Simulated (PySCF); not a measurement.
**C₄H₁₀AlFO: electronic excitations**

What electronic excitations should C₄H₁₀AlFO (`C=C[C@H](F)[O+](C)[AlH3-]`) show?

Computed with PySCF 2.14.0, with density-fitted response routines of our own, on a single molecule in the gas phase. Atoms count from 0, in the outputs and in this text.

## Step 1: The starting structure

17 atoms, charge 0, multiplicity 1; geometry from: GFN2-xTB.

Bonds of the start (Å): C0–C1 1.32, C1–C2 1.50, C2–F3 1.38, C2–O4 1.39, O4–C5 1.42, O4–Al6 1.93, C0–H7 1.08, C0–H8 1.08, C1–H9 1.08, C2–H10 1.11, C5–H11 1.09, C5–H12 1.09, C5–H13 1.09, Al6–H14 1.57, Al6–H15 1.58, Al6–H16 1.57.

## Step 2: Ultraviolet spectrum: wB97X-D/def2-SVPD

The job: settings as JSON, then the geometry in Å.

```
{"job": {"kind": "uv", "xc": "wB97X-D", "basis": "def2-SVPD", "nstates": 8, "ntriplets": 3}, "charge": 0, "multiplicity": 1}
C      2.463375    -0.577175     0.950526
C      1.172900    -0.747969     0.736141
C      0.510148    -0.518916    -0.588403
F      1.334374     0.166978    -1.450059
O     -0.661425     0.210672    -0.435602
C     -1.417462     0.343836    -1.632885
Al    -1.275080     0.840658     1.277722
H      2.897197    -0.773018     1.914518
H      3.125322    -0.223196     0.177580
H      0.486226    -1.105794     1.492798
H      0.296506    -1.479639    -1.097998
H     -2.292773     0.935303    -1.370211
H     -0.833104     0.859717    -2.397334
H     -1.726517    -0.638949    -1.998837
H      0.031301     1.505851     1.833695
H     -1.715284    -0.561156     1.870928
H     -2.402703     1.774829     0.707510
```

Method: TDDFT wB97X-D/def2-SVPD, vertical, gas phase, core orbitals frozen in the response.

Command:

```
$ OMP_NUM_THREADS=1 python probes_run.py task.json out
```

This one command runs all jobs of the session in turn.

Predict these results of the whole session: lowest singlet (wB97X-D/def2-SVPD); brightest single state of those computed; lowest triplet.

The runs gave:

```
                                quantity                        value
      lowest singlet (wB97X-D/def2-SVPD)  6.23 eV (199 nm), f = 0.061
brightest single state of those computed  state 5, 7.49 eV, f = 0.166
                          lowest triplet                      4.40 eV
```

In words: The lowest singlet, at 6.23 eV, is HOMO→LUMO 0.89 and is bright; of the 8 states computed, the strongest absorption comes from state 5 at 7.49 eV. The lowest triplet lies 1.83 eV below the lowest singlet (triplets in Tamm-Dancoff, singlets in full TDDFT).
